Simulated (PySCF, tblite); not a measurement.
# C6H8O: vibronic structure

What do calculations give for the vibronic structure of C6H8O (`C=C/C(C)=C/C=O`)?

Programs: tblite 0.8.0 and PySCF 2.14.0, with routines of our own; each step states its level. All values are computed. Atoms count from 0.

### Step 1. The system as given

15 atoms, charge 0, multiplicity 1; geometry from: force field or distance geometry start.

### Step 2. Geometry optimisation with GFN2-xTB

Job settings and geometry (Å):

```
{"job": {"kind": "relax", "xc": "GFN2-xTB", "basis": "xTB"}, "charge": 0, "multiplicity": 1}
C      1.392600    -2.051000    -0.262800
C      0.201400    -1.479800     0.027300
C     -0.095700    -0.057800     0.035000
C      1.005100     0.900400    -0.356500
C     -1.357600     0.316300     0.371800
C     -1.882700     1.700100     0.419300
O     -3.040100     1.926100     0.735600
H      2.267300    -1.475000    -0.545500
H      1.501400    -3.131300    -0.221600
H     -0.609200    -2.160600     0.317700
H      1.357300     0.679200    -1.364700
H      0.709400     1.941000    -0.332000
H      1.843100     0.795100     0.356000
H     -2.107400    -0.419200     0.625800
H     -1.189300     2.524500     0.172800
```

The run is started by

```
> OMP_NUM_THREADS=1 python excited_run.py task.json out
```

This one command runs all jobs of the session in turn.

Standard output:

```text
step      E/eV     max force
  0    -569.04762    1.188
  1    -569.08602    0.867
  2    -569.10135    0.327
  3    -569.10879    0.333
  4    -569.11383    0.230
  5    -569.11591    0.122
  6    -569.11831    0.148
  7    -569.11994    0.121
  8    -569.12045    0.060
  9    -569.12073    0.047
 10    -569.12095    0.049
 11    -569.12119    0.041
 12    -569.12135    0.027
 13    -569.12146    0.030
 14    -569.12156    0.027
 15    -569.12167    0.026
 16    -569.12177    0.026
 17    -569.12181    0.015
 18    -569.12183    0.011
 19    -569.12184    0.013
 20    -569.12187    0.017
 21    -569.12191    0.021
 22    -569.12196    0.020
 23    -569.12200    0.017
 24    -569.12203    0.012
 25    -569.12204    0.008
```

It took 0.19 s on 1 thread of Intel Xeon Platinum 8259CL at 2.50GHz, shared host.

The steps of the relaxation:

| step | energy from step 0 (eV) | largest force (eV/Å) |
| --- | --- | --- |
| 0 | 0.0000 | 1.1876 |
| 1 | -0.0384 | 0.8670 |
| 2 | -0.0537 | 0.3274 |
| 3 | -0.0612 | 0.3329 |
| 4 | -0.0662 | 0.2305 |
| 5 | -0.0683 | 0.1224 |
| 6 | -0.0707 | 0.1484 |
| 7 | -0.0723 | 0.1211 |
| 8 | -0.0728 | 0.0597 |
| 9 | -0.0731 | 0.0472 |
| 10 | -0.0733 | 0.0495 |
| 11 | -0.0736 | 0.0408 |
| 12 | -0.0737 | 0.0274 |
| 13 | -0.0738 | 0.0296 |
| 14 | -0.0739 | 0.0274 |
| 15 | -0.0740 | 0.0261 |
| 16 | -0.0741 | 0.0264 |
| 17 | -0.0742 | 0.0145 |
| 18 | -0.0742 | 0.0112 |
| 19 | -0.0742 | 0.0130 |
| 20 | -0.0742 | 0.0169 |
| 21 | -0.0743 | 0.0214 |
| 22 | -0.0743 | 0.0203 |
| 23 | -0.0744 | 0.0166 |
| 24 | -0.0744 | 0.0124 |
| 25 | -0.0744 | 0.0081 |

Close pairs (by a distance rule), those that changed most:

| bond | before (Å) | after (Å) | change (Å) |
| --- | --- | --- | --- |
| C4–C5 | 1.481 | 1.449 | -0.032 |
| C0–C1 | 1.353 | 1.331 | -0.022 |
| C2–C3 | 1.511 | 1.495 | -0.016 |
| C3–H12 | 1.105 | 1.089 | -0.016 |
| C1–H9 | 1.098 | 1.083 | -0.015 |
| C5–O6 | 1.221 | 1.210 | -0.011 |
| C0–H8 | 1.087 | 1.077 | -0.010 |
| C0–H7 | 1.085 | 1.077 | -0.008 |

The final coordinates are the input of the step that follows.

### Step 3. Infrared spectrum with GFN2-xTB

Job settings and geometry (Å):

```
{"job": {"kind": "ir", "xc": "GFN2-xTB", "basis": "xTB"}, "charge": 0, "multiplicity": 1}
C      1.379708    -2.025976    -0.259719
C      0.204959    -1.476368     0.037983
C     -0.099831    -0.053960     0.030429
C      1.001931     0.883589    -0.345722
C     -1.353307     0.329119     0.361816
C     -1.880831     1.677287     0.423557
O     -3.020705     1.941867     0.730293
H      2.242080    -1.447174    -0.542993
H      1.517870    -3.093280    -0.229439
H     -0.620594    -2.119976     0.313792
H      1.357845     0.649403    -1.348068
H      0.685242     1.919950    -0.326159
H      1.837857     0.763340     0.342053
H     -2.080633    -0.431287     0.619884
H     -1.176004     2.491457     0.170381
```

Standard output:

```text
mode    cm-1     km/mol
  1      59.1      0.53
  2     115.7      9.20
  3     152.4      0.26
  4     188.5      4.28
  5     198.8      0.19
  6     321.6      0.50
  7     404.6      2.42
  8     417.4      5.77
  9     448.0      6.16
 10     589.8      2.30
 11     657.7      0.69
 12     859.3      9.67
 13     861.8      7.18
 14     901.2     17.30
 15     911.4      5.75
 16     983.2     10.39
 17    1006.2     24.24
 18    1028.8      0.87
 19    1054.3      8.99
 20    1136.7     87.74
 21    1204.5     43.36
 22    1301.7      4.40
 23    1324.9      0.54
 24    1388.8     31.03
 25    1405.7     15.14
 26    1411.3      2.07
 27    1465.8      6.42
 28    1479.8     12.42
 29    1621.3    248.30
 30    1653.8      0.94
 31    1716.6    448.32
 32    2772.2    129.34
 33    3012.1     14.36
 34    3023.2      9.83
 35    3055.9      0.87
 36    3060.7     46.06
 37    3083.4     15.11
 38    3112.1      8.91
 39    3136.0     33.20
```

It took 0.59 s on 1 thread of Intel Xeon Platinum 8259CL at 2.50GHz, shared host.

Which atoms move in the most intense modes:

| cm⁻¹ | km/mol | atoms |
| --- | --- | --- |
| 1137 | 87.7 | C4 39 %, C5 30 % |
| 1204 | 43.4 | H13 49 %, C2 20 %, H9 13 % |
| 1389 | 31.0 | C3 19 %, H12 18 %, H10 18 %, H14 13 % |
| 1621 | 248.3 | C2 44 %, C4 39 % |
| 1717 | 448.3 | C5 58 %, O6 38 % |
| 2772 | 129.3 | H14 94 % |
| 3061 | 46.1 | H13 47 %, H9 45 % |
| 3136 | 33.2 | H7 46 %, H8 42 % |

### Step 4. Vibronic structure: TDA B3LYP/cc-pVDZ

The job, as its differences from that of step 3:

```diff
@@ -1,2 +1,2 @@
-{"job": {"kind": "ir", "xc": "GFN2-xTB", "basis": "xTB"}, "charge": 0, "multiplicity": 1}
+{"job": {"kind": "vib", "xc": "B3LYP", "basis": "cc-pVDZ", "tda": true}, "charge": 0, "multiplicity": 1}
 C      1.379708    -2.025976    -0.259719
```

Level: TDA B3LYP/cc-pVDZ vertical-gradient vibronic structure (displaced harmonic oscillators, Condon), gas phase.

Standard output:

```text
final grid: 56040 points
cycle   1  E = -308.4912235166  dE =  1.004e+00  |g| = 8.443e-01  |ddm| = 7.734e+00
cycle   2  E = -307.8614668725  dE =  6.298e-01  |g| = 1.884e+00  |ddm| = 4.520e+00
cycle   3  E = -308.6352648457  dE = -7.738e-01  |g| = 2.145e-01  |ddm| = 3.454e+00
cycle   4  E = -308.6458519808  dE = -1.059e-02  |g| = 9.536e-02  |ddm| = 5.395e-01
cycle   5  E = -308.6479277879  dE = -2.076e-03  |g| = 3.943e-02  |ddm| = 1.866e-01
cycle   6  E = -308.6483081344  dE = -3.803e-04  |g| = 9.371e-03  |ddm| = 6.361e-02
cycle   7  E = -308.6483298059  dE = -2.167e-05  |g| = 2.771e-03  |ddm| = 1.563e-02
cycle   8  E = -308.6483314270  dE = -1.621e-06  |g| = 1.074e-03  |ddm| = 5.214e-03
cycle   9  E = -308.6483316868  dE = -2.598e-07  |g| = 4.206e-04  |ddm| = 2.124e-03
cycle  10  E = -308.6483317322  dE = -4.540e-08  |g| = 9.159e-05  |ddm| = 7.425e-04
cycle  11  E = -308.6483317341  dE = -1.928e-09  |g| = 2.618e-05  |ddm| = 1.635e-04
cycle  12  E = -308.6483317343  dE = -1.604e-10  |g| = 5.376e-06  |ddm| = 4.787e-05
converged SCF energy = -308.6483317343

Singlet excitations (eV, f): 3.228 (0.0001)  5.396 (0.9820)  6.132 (0.0004)  6.224 (0.1225)  6.506 (0.0001)  7.186 (0.0002)

State S1  3.2279 eV  f = 0.00005  H->L 0.97
  relaxed dipole 1.710 D, largest gradient of the excitation energy 0.0780 Eh/bohr
  mode    cm-1        S   lambda/meV  Raman
   29   1621.3    0.5332     107.2   0.982
   31   1716.6    0.4845     103.1   1.000
   20   1136.7    0.3102      43.7   0.281
   21   1204.5    0.2305      34.4   0.234
    9    448.0    0.2229      12.4   0.031
   25   1405.7    0.0598      10.4   0.083
    8    417.4    0.1612       8.3   0.020
   13    861.8    0.0762       8.1   0.040
    4    188.5    0.3293       7.7   0.008
   30   1653.8    0.0206       4.2   0.040
    6    321.6    0.1051       4.2   0.008
   26   1411.3    0.0118       2.1   0.017
  reorganisation energy 0.3520 eV, total S 2.597, 0-0 2.8759 eV
  absorption maximum 3.086 eV, width 0.492 eV

State S2  5.3960 eV  f = 0.98198  H-1->L 0.87
  relaxed dipole 6.505 D, largest gradient of the excitation energy 0.0375 Eh/bohr
  mode    cm-1        S   lambda/meV  Raman
   29   1621.3    0.2119      42.6   1.000
   30   1653.8    0.1494      30.6   0.733
    8    417.4    0.2144      11.1   0.067
    4    188.5    0.4672      10.9   0.030
    9    448.0    0.1181       6.6   0.043
   19   1054.3    0.0461       6.0   0.092
   26   1411.3    0.0285       5.0   0.102
   24   1388.8    0.0282       4.9   0.098
   31   1716.6    0.0212       4.5   0.112
   10    589.8    0.0391       2.9   0.024
   22   1301.7    0.0134       2.2   0.041
   16    983.2    0.0132       1.6   0.023
  reorganisation energy 0.1338 eV, total S 1.391, 0-0 5.2621 eV
  absorption maximum 5.272 eV, width 0.232 eV

State S4  6.2244 eV  f = 0.12248  H-2->L 0.72, H-1->L+1 0.17
  relaxed dipole 4.465 D, largest gradient of the excitation energy 0.0675 Eh/bohr
  mode    cm-1        S   lambda/meV  Raman
   29   1621.3    0.6900     138.7   1.000
   30   1653.8    0.2340      48.0   0.353
    9    448.0    0.5787      32.1   0.064
   28   1479.8    0.1240      22.8   0.150
   20   1136.7    0.1371      19.3   0.098
    8    417.4    0.3546      18.4   0.034
   22   1301.7    0.0948      15.3   0.089
   31   1716.6    0.0449       9.6   0.073
   24   1388.8    0.0496       8.5   0.053
   34   3023.2    0.0183       6.8   0.092
    6    321.6    0.1477       5.9   0.008
   25   1405.7    0.0295       5.1   0.032
  reorganisation energy 0.3488 eV, total S 2.767, 0-0 5.8756 eV
  absorption maximum 6.082 eV, width 0.510 eV

State T1  2.7389 eV  f = 0.00000  H->L 0.93
  relaxed dipole 1.563 D, largest gradient of the excitation energy 0.0940 Eh/bohr
  mode    cm-1        S   lambda/meV  Raman
   31   1716.6    0.6751     143.7   1.000
   29   1621.3    0.4426      89.0   0.585
   20   1136.7    0.2315      32.6   0.150
   21   1204.5    0.1666      24.9   0.122
   25   1405.7    0.0524       9.1   0.052
    9    448.0    0.1249       6.9   0.013
   13    861.8    0.0533       5.7   0.020
   30   1653.8    0.0187       3.8   0.026
    8    417.4    0.0662       3.4   0.006
    6    321.6    0.0723       2.9   0.004
    4    188.5    0.1069       2.5   0.002
   26   1411.3    0.0136       2.4   0.014
  reorganisation energy 0.3334 eV, total S 2.063, 0-0 2.4055 eV
  absorption maximum 2.614 eV, width 0.450 eV
```

It took 37 s on 1 thread of Intel Xeon Platinum 8259CL at 2.50GHz, shared host; peak memory 0.66 GiB.

The fields below are evaluated on a grid from the run's orbitals.

Frontier orbitals at B3LYP/cc-pVDZ, with the share of their density that lies nearest to each atom:

| orbital | energy (eV) | lies on |
| --- | --- | --- |
| HOMO | -6.74 | O6 69 %; H14 13 %; C4 8 % |
| LUMO | -2.16 | C2 19 %; O6 17 %; C0, C4, C5 about 14 % each |

ELF in a plane through or near 13 of the atoms.

Ten even steps from '0' (0.00) to '9' (1.00):
```
0000000000000000000000000000
0000000000000000000000000000
0000000000000000000000000000
0000000000000003510000000000
0000000000001149970000000000
0000000000024479980011000000
0000017970037359931898200000
0000049997025337606999200000
0000039998004883008996000000
0000016997204644126882120000
0000277563759428487837884000
0000799917556775758383785000
0000899955415326354274684000
0000799812899229992079862000
0000044003999429993036520000
0000000002999208993001100000
0000000000686003641000000000
0000000000000000000000000000
0000000000000000000000000000
0000000000000000000000000000
```
The map spans 12.3 Å across and 9.1 Å up, centred on the molecule. Atoms in the plane (x, y in Å): C0 (-2.4, -0.4), C1 (-1.2, -0.9), C2 (0.0, -0.1), C3 (-0.1, 1.4), C4 (1.2, -0.8), C5 (2.5, -0.3), O6 (3.5, -0.9), H7 (-2.6, 0.7), H8 (-3.3, -1.0), H9 (-1.1, -1.9), H11 (0.9, 1.9), H13 (1.2, -1.9), H14 (2.6, 0.8).

log10 of the density (e/Å³) in the same plane.

Values, 10 rows by 14 columns:
```
-4.0 -4.0 -4.0 -4.0 -4.0 -4.0 -4.0 -4.0 -4.0 -4.0 -4.0 -4.0 -4.0 -4.0
-4.0 -4.0 -4.0 -4.0 -4.0 -3.3 -2.7 -2.5 -2.7 -3.3 -4.0 -4.0 -4.0 -4.0
-4.0 -4.0 -4.0 -3.4 -3.0 -2.1 -1.3 -1.0 -1.1 -2.1 -2.8 -3.4 -4.0 -4.0
-4.0 -4.0 -3.2 -1.8 -1.3 -1.4  0.0  0.3 -0.2 -1.2 -1.1 -2.1 -3.7 -4.0
-4.0 -4.0 -2.6 -0.8  0.2 -1.0 -0.3  0.1 -1.0 -0.3  0.0 -1.5 -3.0 -4.0
-4.0 -3.4 -1.9 -0.3  1.5  0.2  0.2  0.7  0.2  0.3  0.4  0.1 -1.5 -3.7
-4.0 -3.3 -1.6  0.1 -0.2  0.2  0.1 -0.4  0.4 -0.3  0.2  0.8 -1.3 -3.5
-4.0 -3.9 -2.7 -1.8 -1.8 -0.5 -0.4 -1.2 -0.2 -1.2 -1.3 -1.2 -2.4 -4.0
-4.0 -4.0 -4.0 -3.5 -2.9 -1.9 -1.8 -2.2 -1.8 -2.3 -3.1 -3.3 -4.0 -4.0
-4.0 -4.0 -4.0 -4.0 -4.0 -3.6 -3.6 -3.7 -3.6 -4.0 -4.0 -4.0 -4.0 -4.0
```
The map spans 12.3 Å across and 9.1 Å up, centred on the molecule. Atoms in the plane (x, y in Å): C0 (-2.4, -0.4), C1 (-1.2, -0.9), C2 (0.0, -0.1), C3 (-0.1, 1.4), C4 (1.2, -0.8), C5 (2.5, -0.3), O6 (3.5, -0.9), H7 (-2.6, 0.7), H8 (-3.3, -1.0), H9 (-1.1, -1.9), H11 (0.9, 1.9), H13 (1.2, -1.9), H14 (2.6, 0.8).

On the surface of density 0.002 e/bohr³ the electrostatic potential runs, from the 1st to the 99th percentile, from -1.72 V near O6 to 1.02 V near H7.

### Step 5. Results

| quantity | value |
| --- | --- |
| strongest single infrared mode (GFN2-xTB) | 1717 cm⁻¹, 448 km/mol |
| zero-point energy (GFN2-xTB) | 75.1 kcal/mol |
| S1: vertical, reorganisation, 0-0, total S (step 4, TDA B3LYP/cc-pVDZ, modes from GFN2-xTB) | 3.23, 0.35, 2.88 eV; 2.6 |
| S2: vertical, reorganisation, 0-0, total S (step 4, TDA B3LYP/cc-pVDZ, modes from GFN2-xTB) | 5.40, 0.13, 5.26 eV; 1.4 |
| S4: vertical, reorganisation, 0-0, total S (step 4, TDA B3LYP/cc-pVDZ, modes from GFN2-xTB) | 6.22, 0.35, 5.88 eV; 2.8 |
| surface potential, 1st and 99th percentile | -1.72 V and 1.02 V |

**Reading.** No mode is imaginary among the 39: a minimum at this level. The strongest single mode, at 1717 cm⁻¹, moves mainly C5 and O6. Unscaled tight-binding wavenumbers are off by several per cent, some by more. Its intensities can rank the bands wrongly. Some states lie very close; unless symmetry makes them partners, their order is unsure. The vibronic model keeps the ground-state modes (from xTB) and shifts them along the gradient alone, so it can miss much of the relaxation that a full optimisation finds. By nearest atom (B3LYP/cc-pVDZ), the HOMO sits on O6 69 %; H14 13 % and the LUMO on C2 19 %; O6 17 %.
